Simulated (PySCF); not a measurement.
# K2 (K2): the cost of one run

Computed with PySCF 2.14.0 and routines of our own; the level stands in each step. Atoms count from 0.

## (1) The system as given

2 atoms, charge 0, multiplicity 1; geometry from: GFN2-xTB.

## (2) Geometry optimisation at B3LYP/def2-TZVP

The job: settings as JSON, then the geometry in Å.

```
{"job": {"xc": "B3LYP", "basis": "def2-TZVP", "grid": 1, "kind": "geom"}, "charge": 0, "multiplicity": 1}
K      1.696469    -0.002568    -0.003230
K     -1.693712     0.003836    -0.010919
```

The run is started by

```bash
> OMP_NUM_THREADS=1 python excited_run.py task.json out
```

The driver reads the jobs from task.json and runs them one after another.

Q: Estimate the wall time and peak memory of this first job on 1 thread of Arm Neoverse V1, shared host.

About 3.5 s, with a peak of 0.32 GiB.
